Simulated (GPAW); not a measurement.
Crystal: TiO2.

```xyz
6
Lattice="-1.8921 1.8921 4.7573 1.8921 -1.8921 4.7573 1.8921 1.8921 -4.7573" Properties=species:S:1:pos:R:3 pbc="T T T"
Ti    0.0000    0.0000    0.0000
Ti    0.0000    1.8921    2.3786
O     0.0000    0.0000    1.9800
O     0.0000    1.8921    4.3586
O     0.0000    1.8921    0.3987
O     0.0000    0.0000    7.5346
```

Base run:

| Item | Value |
| --- | --- |
| Program | GPAW 26.7.0 |
| Functional | GLLB-SC |
| Potentials or basis | the program's PAW data sets (release 1.2.1) made for this functional |
| Cutoff | 800 eV |
| Basis | pw |
| k mesh | 6 × 6 × 6 |
| Occupations | fermi-dirac, width 0.05 eV |
| Spin | no spin polarisation |

Its results: band gap on the k mesh, kohn-sham part alone 3.42 eV, indirect (least direct gap 3.70 eV).

Question: The run is repeated on the same cell with these changes: functional from GLLB-SC to LDA. What comes out?

Answer: Band gap on the k mesh 2.07 eV, indirect (least direct gap 2.39 eV).

Caveats: a model potential gives levels but no total energy (some runs).

A k mesh can miss the band edges.
